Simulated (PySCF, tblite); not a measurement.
# C₃H₃F₃N₂SSi: infrared bands and NMR shifts

What infrared bands and NMR shifts should C₃H₃F₃N₂SSi (`FC(F)(F)c1nnsc1[SiH3]`) show?

Programs: tblite 0.8.0 and PySCF 2.14.0, with density-fitted response routines of our own. Each step states its level of theory. These are calculated values for one molecule in the gas phase, unless marked as measured. Atoms are numbered from 0 throughout.

## (1) The molecule as given

13 atoms, charge 0, multiplicity 1; geometry from: GFN2-xTB.

Bonds of the start (Å): F0–C1 1.35, C1–F2 1.33, C1–F3 1.35, C1–C4 1.49, C4–N5 1.34, N5–N6 1.25, N6–S7 1.66, S7–C8 1.71, C8–Si9 1.89, C8–C4 1.38, Si9–H10 1.46, Si9–H11 1.46, Si9–H12 1.45.

## (2) Vibrational analysis with GFN2-xTB

The job: settings as JSON, then the geometry in Å.

```
{"job": {"kind": "ir", "xc": "GFN2-xTB", "basis": "xTB"}, "charge": 0, "multiplicity": 1}
F     -0.008876    -1.836569    -1.309380
C      0.711671    -1.578859    -0.198700
F      1.818403    -2.310347    -0.275743
F     -0.014949    -2.071031     0.825697
C      0.972019    -0.119349    -0.036565
N      2.226303     0.360701    -0.006136
N      2.298282     1.602850     0.134771
S      0.814887     2.333801     0.246928
C     -0.010979     0.843409     0.092644
Si    -1.896371     0.698667     0.120102
H     -2.359926     1.590579    -0.942018
H     -2.292641     1.176035     1.444220
H     -2.262212    -0.689401    -0.113546
```

**Question.** This job is followed by: GIAO PBE0/pcSseg-1 NMR shielding, non-relativistic, gas phase. What will the session give for the following? strongest single infrared mode (GFN2-xTB); zero-point energy (GFN2-xTB); 13C shifts against TMS (PBE0/pcSseg-1); 1H shifts against TMS (PBE0/pcSseg-1, means over atoms taken as alike); 19F shifts against CFCl3 (PBE0/pcSseg-1, means over atoms taken as alike); 15N shifts against NH3 (PBE0/pcSseg-1); 33S shifts against CS2 (PBE0/pcSseg-1); 29Si shifts against TMS (PBE0/pcSseg-1).

The runs gave:

```
                                                                 quantity                    value
                                strongest single infrared mode (GFN2-xTB)    2292 cm⁻¹, 307 km/mol
                                             zero-point energy (GFN2-xTB)            37.4 kcal/mol
                                   13C shifts against TMS (PBE0/pcSseg-1)  161.4, 159.8, 131.0 ppm
   1H shifts against TMS (PBE0/pcSseg-1, means over atoms taken as alike)                 4.91 ppm
19F shifts against CFCl3 (PBE0/pcSseg-1, means over atoms taken as alike)                -68.0 ppm
                                   15N shifts against NH3 (PBE0/pcSseg-1)         471.7, 465.9 ppm
                                   33S shifts against CS2 (PBE0/pcSseg-1)                  601 ppm
                                  29Si shifts against TMS (PBE0/pcSseg-1)                -83.9 ppm
```

**Reading.** The lowest mode is imaginary (50i cm⁻¹), so the xTB geometry is not a minimum. The strongest single mode, at 2292 cm⁻¹, moves mainly H11 and H10. Unscaled tight-binding wavenumbers are off by several per cent, some by more. Its intensities can rank the bands wrongly. At PBE0/pcSseg-1: Shielding is most anisotropic at N5 (span 750 ppm, paramagnetic term -521 ppm). NICS(1)zz of -33 ppm above the planar ring from C4 marks a diatropic (aromatic) ring current.
